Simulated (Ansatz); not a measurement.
# Ca3Zr: the cost of one run

Computed with Ansatz 0.2.0 (DFT PBE, scalar-relativistic, plane waves, PAW, unless a step's input says otherwise).

### Step 1. The system as given

The structure is cubic, space group Pm-3m (No. 221). Conventional cell: a = 4.620 Å, b = 4.620 Å, c = 4.620 Å, α = 90.00°, β = 90.00°, γ = 90.00°. Ca (site symmetry 4/mmm) has 8 Ca at 3.27 Å and 4 Zr at 3.27 Å as nearest neighbours. Zr (site symmetry m-3m) has 12 Ca at 3.27 Å as nearest neighbours.

As a file:

```xyz
4
Lattice="4.6199 0.0000 0.0000 0.0000 4.6199 0.0000 0.0000 0.0000 4.6199" Properties=species:S:1:pos:R:3 pbc="T T T"
Ca    0.0000    2.3099    2.3099
Ca    2.3099    0.0000    2.3099
Ca    2.3099    2.3099    0.0000
Zr    0.0000    0.0000    0.0000
```

This is candidate A: Cu3Au (L1_2) type (Pm-3m, No. 221).

(A quick probe on a coarse mesh, which set the mesh and smearing, is not shown.)

### Step 3. A loose first relaxation (candidate A)

File input.yaml:

```yaml
crystal:
  lattice:
    - [4.6198712546, 0.0, 0.0]
    - [0.0, 4.6198712546, 0.0]
    - [0.0, 0.0, 4.6198712546]
  atoms:
    - { symbol: Ca, position: [0.0, 0.5, 0.5] }
    - { symbol: Ca, position: [0.5, 0.0, 0.5] }
    - { symbol: Ca, position: [0.5, 0.5, 0.0] }
    - { symbol: Zr, position: [0.0, 0.0, 0.0] }
basis:
  ecutwfc: 420
kpoints:
  mp_grid: { grid: [4, 4, 4] }
hamiltonian:
  xc: pbe
scf:
  occupations: { method: gaussian, width: 0.1 }
  lower_state_search: "off"
output:
  forces: true
  stress: true
  eigenvalues: true
relax:
  adjacent_minimum: "off"
  f_tol: 0.04
  max_steps: 70
  cell: { stress_tol: 0.4 }
```

Started as:

```
> ansatz run input.yaml --threads 1 --pin off --max-ram 2560MiB --backend cpu --events-out ev --progress --plain --runs-dir out
```

Q: Estimate wall time and peak memory on 1 thread of Intel Xeon 6975P-C (Granite Rapids), shared host.

About 4.8 s, with a peak of 0.42 GiB.
